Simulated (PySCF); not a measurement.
# C2H6FPSi (SMILES C=C[SiH](F)P): levels of theory compared

Wanted: a comparison of 6 runs (HF/3-21G, HF/def2-SVP, r2SCAN/3-21G, B3LYP/6-31G*, BP86/def2-SVP, PBE/cc-pVDZ) of C2H6FPSi. Input form: a Python script.

The calculation is run with PySCF 2.14.0.

### 1 The structure to begin with

The species is C2H6FPSi (11 atoms), meant as a singlet with charge 0. SMILES: `C=C[SiH](F)P`. Geometry: relaxed at GFN2-xTB. This is one conformer, not always the lowest.

Bond lengths: C1–C2 1.325 Å, C2–Si3 1.885 Å, Si3–F4 1.617 Å, Si3–P5 2.244 Å, C1–H6 1.079 Å, C1–H7 1.079 Å, C2–H8 1.084 Å, Si3–H9 1.458 Å, P5–H10 1.385 Å, P5–H11 1.387 Å. Some angles: C1–C2–Si3 125.1°, C2–Si3–F4 104.8°, C2–Si3–P5 115.9°, F4–Si3–P5 106.3°, C1–C2–H8 118.6°, Si3–C2–H8 116.4°, C2–C1–H6 121.9°, C2–C1–H7 122.4°, C2–Si3–H9 113.9°, F4–Si3–H9 104.3°.

### 2 Energy and gradient at HF/3-21G (run 1)

The input, mol.xyz:

```xyz
11

C     -0.691390     1.592950     0.623630
C     -0.977140     0.302810     0.532560
Si     0.293930    -1.077740     0.356460
F     -0.578290    -2.438650     0.300380
P      1.527530    -1.040810    -1.518020
H      0.325070     1.954220     0.614010
H     -1.455250     2.349570     0.715410
H     -2.017960     0.000230     0.546180
H      1.148260    -1.246360     1.525930
H      1.941300     0.269750    -1.345790
H      0.483950    -0.665950    -2.350750
```

The input, input.py:

```python
# C=C[SiH](F)P
import pyscf.grad
from pyscf import gto

mol = gto.M(
    atom='mol.xyz',
    basis='3-21g',
    verbose=3,
    max_memory=1860,
)

myscf = mol.RHF()
myscf.conv_tol = 1e-10
myscf.kernel()
if not myscf.converged:
    myscf = myscf.newton().run(myscf.mo_coeff, myscf.mo_occ)

etot = myscf.e_tot
print('Final energy', etot)
grad = myscf.Gradients().kernel()
dip = myscf.dip_moment()
pop, q = myscf.mulliken_pop()
```

Launch:

```
$ OMP_NUM_THREADS=1 python input.py
```

Log:

```text
converged SCF energy = -804.12085052987
Final energy -804.12085052987
[... 8 lines left out ...]
Dipole moment(X, Y, Z, Debye): -0.36855,  3.40537,  0.57368
[... 77 lines left out ...]
charge of   10H =     -0.01689
```

Run time: 3.3 s. Hardware: 1 thread of Intel Xeon at 2.70GHz, shared host; peak memory 0.14 GiB.

### 3 Energy and forces at HF/def2-SVP (run 2)

The input, job.py:

```python
from pyscf import gto, scf

molecule = gto.M(
    atom='''
C   -0.691390   1.592950   0.623630
C   -0.977140   0.302810   0.532560
Si   0.293930  -1.077740   0.356460
F   -0.578290  -2.438650   0.300380
P    1.527530  -1.040810  -1.518020
H    0.325070   1.954220   0.614010
H   -1.455250   2.349570   0.715410
H   -2.017960   0.000230   0.546180
H    1.148260  -1.246360   1.525930
H    1.941300   0.269750  -1.345790
H    0.483950  -0.665950  -2.350750
''',
    charge=0,
    max_memory=1860,
    verbose=4,
    basis='def2-svp',
)

myscf = scf.RHF(molecule)
myscf.conv_tol = 1e-10
myscf.kernel()
if not myscf.converged:
    myscf = myscf.newton().run(myscf.mo_coeff, myscf.mo_occ)

e_tot = myscf.e_tot
print('Final energy', e_tot)
grad = myscf.nuc_grad_method().kernel()
myscf.analyze()
```

Launch:

```
$ OMP_NUM_THREADS=1 python job.py
```

Log:

```text
PySCF version 2.14.0

[... 82 lines left out ...]
Nuclear Repulsion Energy =             276.828908091422306
[... 15 lines left out ...]
MO #10  energy= -5.37892709767463  occ= 2
[... 13 lines left out ...]
MO #24  energy= -0.53424691716656  occ= 2
[... 13 lines left out ...]
MO #38  energy= 0.309679440171183  occ= 0
[... 13 lines left out ...]
MO #52  energy= 0.72045331997166   occ= 0
[... 13 lines left out ...]
MO #66  energy= 1.07615937143837   occ= 0
[... 13 lines left out ...]
MO #80  energy= 1.83162706073059   occ= 0
[... 13 lines left out ...]
MO #94  energy= 2.48126637630652   occ= 0
[... 13 lines left out ...]
MO #108 energy= 3.94625366463319   occ= 0
[... 122 lines left out ...]
Dipole moment(X, Y, Z, Debye): -0.02233,  2.79040,  0.23632
```

Wall time 12 s (1 thread of Intel Xeon at 2.70GHz, shared host); peak memory 0.25 GiB.

Runs 3 to 5 aren't shown in full; the table further down has their settings and results.

### 4 Energy and gradient at PBE/cc-pVDZ (run 6)

Edit mol.xyz of step 2 so:

```diff
@@ -1,3 +1,3 @@
 11
-
+C2H6FPSi
 C     -0.691390     1.592950     0.623630
```

The input, run.py:

```python
import pyscf.grad
from pyscf import gto, dft

mol = gto.M(
    atom='mol.xyz',
    max_memory=1860,
    verbose=4,
    basis='cc-pvdz',
    spin=0,
)

calc0 = dft.RKS(mol)
calc0.xc = 'pbe'
calc0.conv_tol = 1e-10
calc0.grids.level = 5
calc0.kernel()
if not calc0.converged:
    calc0 = calc0.newton().run(calc0.mo_coeff, calc0.mo_occ)

e_final = calc0.e_tot
print('E(%s) = %.9f' % ('PBE', e_final))
grad = calc0.Gradients().kernel()
dip = calc0.dip_moment()
pop, q = calc0.mulliken_pop()
```

Launch:

```
$ OMP_NUM_THREADS=1 python run.py
```

Log:

```text
PySCF version 2.14.0

[... 86 lines left out ...]
converged SCF energy = -810.018600719357
[... 13 lines left out ...]
Dipole moment(X, Y, Z, Debye): -0.16548,  2.25757,  0.08352
[... 120 lines left out ...]
charge of   10H =      0.03729
```

Wall time 67 s (1 thread of Intel Xeon at 2.70GHz, shared host); peak memory 1.1 GiB.

### 5 Overview of the runs

| run | level | integration grid | energy (Eh) | dipole moment (D) | HOMO energy (eV) | LUMO energy (eV) | wall time |
| --- | --- | --- | --- | --- | --- | --- | --- |
| 1 | HF/3-21G | – | -804.120851 | 3.47 | -9.91 | 3.15 | 3.3 s |
| 2 | HF/def2-SVP | – | -808.042333 | 2.80 | -9.90 | 3.12 | 12 s |
| 3 | r2SCAN/3-21G | 5 | -806.083507 | 3.13 | -6.47 | -1.33 | 41 s |
| 4 | B3LYP/6-31G* (spherical functions) | 5 | -810.536693 | 2.56 | -7.04 | -0.64 | 51 s |
| 5 | BP86/def2-SVP | 5 | -810.260913 | 2.33 | -6.36 | -1.73 | 51 s |
| 6 | PBE/cc-pVDZ | 5 | -810.018601 | 2.27 | -6.22 | -1.57 | 67 s |

### 6 Outcome

| quantity | value |
| --- | --- |
| run 6: total energy | -810.01860 Eh |
| run 6: dipole moment | 2.27 D |
| run 6: HOMO energy | -6.22 eV |
| run 6: LUMO energy | -1.57 eV |
| run 6: HOMO–LUMO gap | 4.64 eV |
| run 6: largest force on an atom | 1.908 eV/Å |

What this shows: The dipole moment (its size) runs from 2.27 D (PBE/cc-pVDZ) to 3.47 D (HF/3-21G). The two ends differ in method and basis. The HOMO–LUMO gap runs from 4.63 eV (BP86/def2-SVP) to 13.06 eV (HF/3-21G). Totals of different functionals can't be ranked against each other. All runs together took 3.8 min, the longest 67 s.
